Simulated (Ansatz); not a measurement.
# Si2Ge3: a closer look at a trial structure

Aim: for this structure of Si2Ge3, see whether it has a gap, which orbitals make up the states near it and how charge is shared.

Computed with Ansatz 0.2.0 (DFT PBE, scalar-relativistic, plane waves, PAW, unless a step's input says otherwise).

1 further run of the same task is left out (it didn't finish).

## Step 1: The starting structure

It takes space group P6/mmm (No. 191, hexagonal). Conventional cell: a = 2.799 Å, b = 2.799 Å, c = 13.024 Å, α = 90.00°, β = 90.00°, γ = 120.00°. Around Si (site symmetry 6mm) lie 7 Si at 2.45 to 2.80 Å and 1 Ge at 2.57 Å. Around Ge (site symmetry 6mm) lie 1 Si at 2.57 Å and 7 Ge at 2.72 to 2.80 Å. Around Ge (site symmetry 6/mmm) lie 8 Ge at 2.72 to 2.80 Å.

As a file:

```cif
data_structure
_symmetry_space_group_name_H-M 'P6/mmm'
_symmetry_Int_Tables_number 191
_cell_length_a 2.7991
_cell_length_b 2.7991
_cell_length_c 13.0244
_cell_angle_alpha 90.000
_cell_angle_beta 90.000
_cell_angle_gamma 120.000
_cell_volume 88.37
loop_
_atom_site_label
_atom_site_type_symbol
_atom_site_symmetry_multiplicity
_atom_site_Wyckoff_symbol
_atom_site_fract_x
_atom_site_fract_y
_atom_site_fract_z
_atom_site_occupancy
Si1 Si 2 e 0.00000 0.00000 0.90608 1
Ge1 Ge 2 e 0.00000 0.00000 0.29099 1
Ge2 Ge 1 b 0.00000 0.00000 0.50000 1
```

The cell was relaxed beforehand at this level, from a generated guess; it needn't be the stable form of this composition. At a tolerance of 0.05 Å it has space group P6/mmm (No. 191); it has 17.67 Å³/atom, an uncorrected energy of +0.31 eV/atom over the elements.

## Step 2: Bands, states and charges

input.yaml

```yaml
crystal:
  lattice:
    - [2.7990980781, 0.0, 0.0]
    - [-1.399549039, 2.4240900433, 0.0]
    - [0.0, 0.0, 13.0244341529]
  atoms:
    - { symbol: Si, position: [0.0, 0.0, 0.906078005] }
    - { symbol: Si, position: [0.0, 0.0, 0.093921995] }
    - { symbol: Ge, position: [0.0, 0.0, 0.2909895092] }
    - { symbol: Ge, position: [0.0, 0.0, 0.5] }
    - { symbol: Ge, position: [0.0, 0.0, 0.7090104908] }
basis:
  ecutwfc: 420
kpoints:
  mp_grid: { grid: [18, 18, 4] }
  band_path:
    path:
      - [[0.0, 0.0, 0.0], [0.5, 0.0, 0.0], [0.33333333, 0.33333333, 0.0], [0.0, 0.0, 0.0], [0.0, 0.0, 0.5], [0.5, 0.0, 0.5], [0.33333333, 0.33333333, 0.5], [0.0, 0.0, 0.5]]
      - [[0.5, 0.0, 0.5], [0.5, 0.0, 0.0]]
      - [[0.33333333, 0.33333333, 0.5], [0.33333333, 0.33333333, 0.0]]
    npoints: 14
hamiltonian:
  xc: pbe
scf:
  occupations: { method: gaussian, width: 0.1 }
  n_extra_bands: 12
output:
  forces: true
  stress: true
  eigenvalues: true
  populations: true
  dos: { projected: true, de: 0.02, nscf_kmesh: { grid: [22, 22, 5] } }
  bader: true
  write_density: true
  write_potential: true
  elf: true
  volumetric_format: npy
```

The run is started by

```sh
> ansatz run input.yaml --threads 1 --pin off --max-ram 2560MiB --backend cpu --events-out ev --progress --plain --runs-dir out
```

Standard output:

```text
Warning: RAYON_NUM_THREADS=1 ignored (pool sized by the plan → 1); use --threads N
scf.n_extra_bands = 12 over 25 filled bands (N_el = 50.0): the run solves 37 bands
Engine: ansatz 0.2.0, aarch64-unknown-linux-gnu
Pseudopotentials: kind: paw
Pseudopotential: Si, paw, valence charge 4, recommended cutoff 420 eV (normal), Si.paw.azcp
Pseudopotential: Ge, paw, valence charge 14, recommended cutoff 420 eV (normal), Ge.paw.azcp
Functional definition: PBE
  parameter kappa = 0.804
  parameter beta = 0.06672455060314922
  exchange = pbe_x(kappa = kappa, mu = beta*pi^2/3)
  correlation = pbe_c(beta = beta)
Crystal: 5 atoms, lattice volume = 88.374 Å³
Basis set: ecut = 420 eV, 1735 PW (Γ), exchange–correlation on 40×40×180 points (8 copies of the dense FFT grid, shifted against one another)
Bands: 37, of which v1, the nominal top of the filled ones, is band 25 counted from 1 (24 counted from 0)
Symmetry: 24 space group operations
Space group: P6/mmm (ITA 191), of the structure as read, at distance tolerance 4.5e-5 Å
k-points: 111 of 1296
Non-local potential: Si, projectors of the file, l = 0: 2, l = 1: 2, l = 2: 2
Non-local potential: Ge, projectors of the file, l = 0: 2, l = 1: 2, l = 2: 3, l = 3: 1
PAW form: soft (Blöchl's): semilocal exchange-correlation on the pseudo side does not see the compensation charge
PAW one-centre angular grid: Si, 110 points (default); XC on 64 Gauss nodes
PAW one-centre angular grid: Ge, 590 points (default); XC on 64 Gauss nodes
Initial density: superposition of atomic densities (neutral atoms: chi_scale 0, normalization atom), corrected by the library's trained network
Initial wavefunctions: pseudopotential atomic-orbital guess
Functional: x = pbe(κ = 0.804, μ = 0.2195149727645171), c = pbe(β = 0.06672455060314922)
SCF iter   1: F=—  HF=-14155.019799 eV  |F-HF|=—  |Δ(HF+E_count)|=         —  Δρ=1.89e-3  dr2=3.22e-2  ethr=1.77e-3  ⟨swp⟩=6.3  Hψ=17703  notcnv=0  defer=54
preconditioner: auto → Kerker (q_TF=auto, 2.481 Å⁻¹)  [metal: Δε(μ)=0.053 eV  Ē_g=21.998 eV  σ=0.100 eV  W_gap=0.29  n_scr=10 (ndim 8)  ℏωp=27.9 eV  f_vac=0.000  D(μ)=1.69/eV (n_scr^D=6)]
SCF iter   2: F=—  HF=-14155.018065 eV  |F-HF|=—  |Δ(HF+E_count)|=   1.73e-3  Δρ=1.14e-3  dr2=9.51e-3  ethr=6.44e-5  ⟨swp⟩=1.0  Hψ=4995  notcnv=0  defer=100
SCF iter   3: F=—  HF=-14155.017763 eV  |F-HF|=—  |Δ(HF+E_count)|=   3.02e-4  Δρ=4.44e-4  dr2=8.29e-4  ethr=1.90e-5  ⟨swp⟩=1.0  Hψ=3554  notcnv=0  defer=100
SCF iter   4: F=—  HF=-14155.017588 eV  |F-HF|=—  |Δ(HF+E_count)|=   1.75e-4  Δρ=1.57e-4  dr2=1.03e-4  ethr=1.66e-6  ⟨swp⟩=2.0  Hψ=5235  notcnv=0  defer=100
SCF iter   5: F=—  HF=-14155.017581 eV  |F-HF|=—  |Δ(HF+E_count)|=   6.81e-6  Δρ=5.22e-5  dr2=2.88e-6  ethr=2.06e-7  ⟨swp⟩=1.4  Hψ=3950  notcnv=0  defer=100
SCF iter   6: F=—  HF=-14155.017595 eV  |F-HF|=—  |Δ(HF+E_count)|=   1.41e-5  Δρ=1.55e-5  dr2=3.04e-7  ethr=5.76e-9  ⟨swp⟩=2.1  Hψ=6158  notcnv=0  defer=100
SCF iter   7: F=—  HF=-14155.017595 eV  |F-HF|=—  |Δ(HF+E_count)|=   1.94e-8  Δρ=8.68e-6  dr2=7.05e-8  ethr=2.00e-10  ⟨swp⟩=11.7  Hψ=24844  notcnv=0
SCF iter   8: F=-14155.017595 eV  HF=-14155.017595 eV  |F-HF|=8.79e-10  |Δ(HF+E_count)|=   7.43e-8  Δρ=1.76e-6  dr2=3.63e-9  ethr=1.41e-10  ⟨swp⟩=6.9  Hψ=19053  notcnv=0
SCF 1 converged in 8 iterations: F = -14155.017595 eV  dr2 = 3.63e-9
NSCF: frozen V_eff on 129 k-points
NSCF: frozen V_eff on 156 k-points
SCF converged after 8 iterations
Free energy (F): -14155.017595 eV
Harris-Foulkes:  -14155.017595 eV  (|F-HF|=8.79e-10)
Internal energy: -14155.008544 eV  (E = F + TS)
E sigma→0 (E₀):  -14155.013069 eV
Entropy (-TS):   -0.009051 eV (-1.810 meV/atom)
Fermi energy:    10.321278 eV
--- Per-component energies (eV) ---
  E_band       = -329.342123
  E_kinetic    = 411.720757
  E_local      = -10367.273424  (includes V_loc(G=0)·N_el)
  E_nonlocal   = 1299.679962
  E_hartree    = 4772.201235
  E_xc         = -337.777557
  E_vxc        = -288.094878  (∫ρ·V_xc dr)
  E_paw        = -7077.081516  (= ΣΔE_a)
  E_vpaw       = -929.777305  (= ΣTr[D̂ρ^β])
  E_aug_tail   = 0.001123  (compensation charges beyond the density's cutoff)
  E_ewald      = -2856.479125
  E_smearing   = -0.009051  (= −TS)
  E_closure    = 0.000000  (closes the sum)
  Σ components = -14155.017595   (vs F -14155.017595, Δ=0.00e0)
--- Forces (eV/Å), atoms counted from 1 ---
  atom   1  Si     0.00000000     0.00000000    -0.00055523
  atom   2  Si     0.00000000     0.00000000     0.00055523
  atom   3  Ge     0.00000000     0.00000000    -0.00016872
  atom   4  Ge    -0.00000000    -0.00000000     0.00000000
  atom   5  Ge     0.00000000     0.00000000     0.00016872
  max |Σ_I F_I| component: 2.89e-19 eV/Å
--- Stress (GPa, compression-positive) ---
        0.008721      -0.000000       0.000000
       -0.000000       0.008721       0.000000
        0.000000       0.000000      -0.001848
  P = ⅓ Tr σ = 0.0052 GPa (0.052 kbar)
--- Band table (eV; the first three rows and the last of 111) ---
  k-point 0: bands = ["-14.4298", "-14.3783", "-14.3783", "-14.3491", "-14.3491", "-14.3488", "-14.3488", "-14.3363", "-14.2938", "-14.2745", "-14.2745", "-14.2177", "-14.2177", "-14.2100", "-14.2100", "-2.9980", "-2.2560", "-1.9798", "-0.1646", "0.8543", "5.4033", "5.6835", "11.2011", "11.2499", "17.6042", "18.6351", "18.6351", "19.1979", "19.6999", "19.6999", "19.8680", "19.8680", "21.5907", "21.5907", "21.6050", "21.6050", "21.9335"]
  k-point 1: bands = ["-14.4298", "-14.3783", "-14.3783", "-14.3491", "-14.3491", "-14.3488", "-14.3488", "-14.3363", "-14.2938", "-14.2745", "-14.2745", "-14.2177", "-14.2177", "-14.2100", "-14.2100", "-2.9539", "-2.4935", "-1.6383", "-0.5284", "1.1844", "4.5552", "6.7793", "9.6434", "12.8611", "16.4789", "18.6458", "18.6458", "19.5159", "19.5159", "20.1640", "20.1640", "20.1900", "21.1134", "21.1134", "21.9337", "21.9337", "21.9827"]
  k-point 2: bands = ["-14.4298", "-14.3783", "-14.3783", "-14.3491", "-14.3491", "-14.3488", "-14.3488", "-14.3363", "-14.2938", "-14.2745", "-14.2745", "-14.2177", "-14.2177", "-14.2100", "-14.2100", "-2.8772", "-2.6660", "-1.1129", "-1.1012", "1.4650", "4.1259", "8.1409", "8.1648", "14.1278", "15.2250", "18.6575", "18.6575", "19.4235", "19.4235", "20.5478", "20.5478", "20.6810", "20.6810", "20.9822", "21.9340", "21.9340", "22.1358"]
  k-point 110: bands = ["-14.3370", "-14.3370", "-14.3313", "-14.3141", "-14.3141", "-14.2843", "-14.2843", "-14.2841", "-14.2841", "-14.2748", "-14.2748", "-14.2621", "-14.2621", "-14.2292", "-14.1775", "3.7872", "3.9397", "5.4922", "5.5689", "6.5732", "6.5732", "6.9506", "6.9506", "8.2894", "8.2894", "8.3009", "8.3009", "8.9658", "9.2151", "9.9736", "9.9736", "13.9935", "14.2567", "15.0844", "15.0844", "18.3965", "18.3965"]
--- Löwdin populations: 5 sites ---
  site symbol       q [e]
     0     Si      3.9412
     1     Si      3.9412
     2     Ge     13.9781
     3     Ge     13.9645
     4     Ge     13.9781
  spilling = 0.003938 (of n_electrons = 50.000000)
--- Bader charges: 5 sites ---
  site symbol  charge [e]  shift [e]
     0     Si     -0.0030     0.0009
     1     Si     -0.0030     0.0009
     2     Ge     -0.0086     0.0009
     3     Ge      0.0233     0.0000
     4     Ge     -0.0086     0.0009
  estimated error of the sums over rays = 2.9e-4 e
```

Wall time 80 s (1 thread of Arm Neoverse V1, shared host); peak memory 0.58 GiB.

By site:

| atom | Löwdin electrons | Bader charge (e) | Bader volume (Å³) |
| --- | --- | --- | --- |
| Si1 | 3.94 | -0.00 | 16.9 |
| Si2 | 3.94 | -0.00 | 16.9 |
| Ge3 | 13.98 | -0.01 | 18.1 |
| Ge4 | 13.96 | +0.02 | 18.4 |
| Ge5 | 13.98 | -0.01 | 18.1 |

The Löwdin counts miss 0.20 of the 50 electrons, which the atomic orbitals do not span, so they are no charges.

bands.tsv at the labelled points (eV, zero at the Fermi level; the bands nearest the Fermi level):

```
point  band 23  band 24  band 25  band 26  band 27  band 28  band 29  band 30
    Γ     0.88     0.93     7.28     8.31     8.31     8.88     9.38     9.38
    M    -4.04    -3.32    -2.83    -0.45     0.17     3.37     4.15     4.30
    K    -2.93    -2.92    -2.92    -2.65    -1.09    -1.09    -0.81    -0.81
    Γ     0.88     0.93     7.28     8.31     8.31     8.88     9.38     9.38
    A    -2.16     3.81     4.90     8.34     8.34     9.10     9.10    10.23
    L    -4.15    -3.02    -2.44    -1.97     2.42     2.53     2.75     4.20
    H    -3.37    -2.03    -2.03    -2.02    -2.02    -1.35    -1.11    -0.35
    A    -2.16     3.81     4.90     8.34     8.34     9.10     9.10    10.23
    L    -4.15    -3.02    -2.44    -1.97     2.42     2.53     2.75     4.20
    M    -4.04    -3.32    -2.83    -0.45     0.17     3.37     4.15     4.30
    H    -3.37    -2.03    -2.03    -2.02    -2.02    -1.35    -1.11    -0.35
    K    -2.93    -2.92    -2.92    -2.65    -1.09    -1.09    -0.81    -0.81
```

Counts of states by energy window (eV from the Fermi level), total and by projection:

```csv
from,to,total,Si 3s,Si 3p,Ge 4s,Ge 4p
-8,-7,1.67,0.40,0.25,0.69,0.32
-7,-6,1.21,0.30,0.22,0.45,0.24
-6,-5,1.30,0.20,0.39,0.30,0.41
-5,-4,1.61,0.17,0.55,0.21,0.66
-4,-3,2.04,0.21,0.62,0.21,0.98
-3,-2,2.26,0.15,0.75,0.19,1.13
-2,-1,2.41,0.12,0.83,0.18,1.23
-1,0,2.01,0.11,0.67,0.21,0.96
0,1,2.07,0.16,0.61,0.23,0.97
1,2,2.10,0.17,0.60,0.22,0.98
2,3,2.22,0.18,0.62,0.21,1.00
3,4,2.54,0.16,0.64,0.18,1.04
4,5,2.91,0.16,0.70,0.15,1.17
5,6,2.87,0.11,0.68,0.11,1.19
```

A further 35 or so states lie below the table's range.

Density in a lattice plane of the grid's cell (edges 2.80 and 13.02 Å, at 0.000 of the third edge), which holds Si and Ge.

Ten even steps from ' ' (0.06 e/Å³) to '@' (56.34 e/Å³):
```
            
            
            
            
            
##..      ..
            
            
            
@@..      ..
            
            
            
##..      ..
            
            
            
            
            
            
```
Columns run along the first of these edges and rows up along the second, over one cell in 6 and 20 even steps from the bottom left corner. Atoms in the plane (fractional): Si at (0.00, 0.91), Si at (0.00, 0.09), Ge at (0.00, 0.29), Ge at (0.00, 0.50), Ge at (0.00, 0.71).

ELF in the same plane.

Values, 12 rows by 6 columns:
```
0.55 0.41 0.69 0.59 0.69 0.41
0.88 0.77 0.43 0.19 0.43 0.77
0.18 0.32 0.39 0.33 0.39 0.32
0.20 0.35 0.42 0.35 0.42 0.35
0.53 0.50 0.30 0.14 0.30 0.50
0.30 0.11 0.41 0.47 0.41 0.11
0.53 0.50 0.30 0.14 0.30 0.50
0.20 0.35 0.42 0.35 0.42 0.35
0.18 0.32 0.39 0.33 0.39 0.32
0.88 0.77 0.43 0.19 0.43 0.77
0.55 0.41 0.69 0.59 0.69 0.41
0.90 0.79 0.37 0.13 0.37 0.79
```
Columns run along the first of these edges and rows up along the second, over one cell in 6 and 12 even steps from the bottom left corner. Atoms in the plane (fractional): Si at (0.00, 0.91), Si at (0.00, 0.09), Ge at (0.00, 0.29), Ge at (0.00, 0.50), Ge at (0.00, 0.71).

Both are smooth fields of the valence electrons: close to the nuclei they are not physical.

The highest ELF values outside the cores: 0.91 on the Si–Si line, 1.0 Å from Si; 0.88 on the Si–Ge line, 0.9 Å from Si; 0.64 on the Ge–Ge line, 1.3 Å from Ge.

## Step 3: A run with other settings

input.yaml

```yaml
crystal:
  lattice:
    - [1.95936865, 0.0, 0.0]
    - [-0.97968433, 1.69686303, 0.0]
    - [0.0, 0.0, 9.11710391]
  atoms:
    - { symbol: Si, position: [0.0, 0.0, 0.906078005] }
    - { symbol: Si, position: [0.0, 0.0, 0.093921995] }
    - { symbol: Ge, position: [0.0, 0.0, 0.2909895092] }
    - { symbol: Ge, position: [0.0, 0.0, 0.5] }
    - { symbol: Ge, position: [0.0, 0.0, 0.7090104908] }
basis:
  ecutwfc: 420
kpoints:
  mp_grid: { grid: [18, 18, 4] }
hamiltonian:
  xc: pbe
scf:
  occupations: { method: gaussian, width: 0.1 }
  max_iter: 75
output:
  forces: true
  eigenvalues: true
  stress: true
```

The run is started by

```sh
> ansatz run input.yaml --threads 1 --pin off --max-ram 2560MiB --backend cpu --events-out ev --progress --plain --runs-dir out
```

Standard output (excerpt; [...] marks lines left out):

```text
Warning: RAYON_NUM_THREADS=1 ignored (pool sized by the plan → 1); use --threads N
[...]
[... 4 set-up lines as earlier in the session ...]
[...]
Crystal: 5 atoms, lattice volume = 30.312 Å³
Basis set: ecut = 420 eV, 613 PW (Γ), exchange–correlation on 30×30×128 points (8 copies of the dense FFT grid, shifted against one another)
Bands: 30, of which v1, the nominal top of the filled ones, is band 25 counted from 1 (24 counted from 0)
[... 1 set-up line as earlier in the session ...]
Space group: P6/mmm (ITA 191), of the structure as read, at distance tolerance 3.1e-5 Å
k-points: 111 of 1296
[...]
SCF iter   1: F=—  HF=-14119.780606 eV  |F-HF|=—  |Δ(HF+E_count)|=         —  Δρ=3.19e-1  dr2=4.11e2  ethr=1.77e-3  ⟨swp⟩=17.2  Hψ=25439  notcnv=0  defer=2
[...]
SCF iter  10: F=-14092.240317 eV  HF=-14092.240317 eV  |F-HF|=3.37e-8  |Δ(HF+E_count)|=   8.13e-8  Δρ=8.76e-6  dr2=4.00e-8  ethr=2.00e-10  ⟨swp⟩=19.3  Hψ=25420  notcnv=0
[...]
SCF converged after 10 iterations
Free energy (F): -14092.240317 eV
[...]
E sigma→0 (E₀):  -14092.237442 eV
Entropy (-TS):   -0.005751 eV (-1.150 meV/atom)
Fermi energy:    35.767243 eV
[...]
--- Forces (eV/Å), atoms counted from 1 ---
  atom   1  Si     0.00000000     0.00000000    -1.71036040
  atom   2  Si     0.00000000    -0.00000000     1.71036040
  atom   3  Ge     0.00000000    -0.00000000     2.50071130
  atom   4  Ge     0.00000000    -0.00000000     0.00000000
  atom   5  Ge     0.00000000     0.00000000    -2.50071130
[...]
--- Stress (GPa, compression-positive) ---
      856.437031       0.000000      -0.000000
        0.000000     856.437031      -0.000000
       -0.000000      -0.000000     959.409082
  P = ⅓ Tr σ = 890.7610 GPa (8907.610 kbar)
--- Band table (eV; the first three rows and the last of 111) ---
[...]
```

Wall time 17 s (1 thread of Arm Neoverse V1, shared host); peak memory 0.37 GiB.

## Step 4: A look at that input

This run ends as converged. It gives a pressure of 891 GPa and a largest force of 2.5 eV/Å, far from the sound run.

The structure was scaled down until the atoms press into each other. The shortest distance in the input is 1.71 Å, between atoms 1 (Si) and 2 (Si).

What to do: restore the intended size.

| run | ending | energy change | pressure (GPa) | gap (eV) | force (eV/Å) | cycles | time |
| --- | --- | --- | --- | --- | --- | --- | --- |
| step 2 | converged | 0 | 0.0 | 0.00 | 0.00 | 8 | 80 s |
| altered | converged | +12.56 eV/atom | 890.8 | 0.00 | 2.50 | 10 | 17 s |

Changing the structure moves the energy by +12.56 eV/atom, and the pressure goes from 0.0 to 890.8 GPa and the largest force goes from 0.00 to 2.50 eV/Å.

## Step 5: Outcome

```
                 quantity                          value
                      gap                   none (metal)
states at the Fermi level           1.89 per eV per cell
            Bader charges  Si -0.00, Ge -0.01 to +0.02 e
```

There is no gap at this level. Of the projected weight within 0.25 eV of the Fermi level, the largest part is Ge 4p (49 %) and Si 3p (33 %). Bader charges reach 0.0 e, so charge transfer in this metal is small.
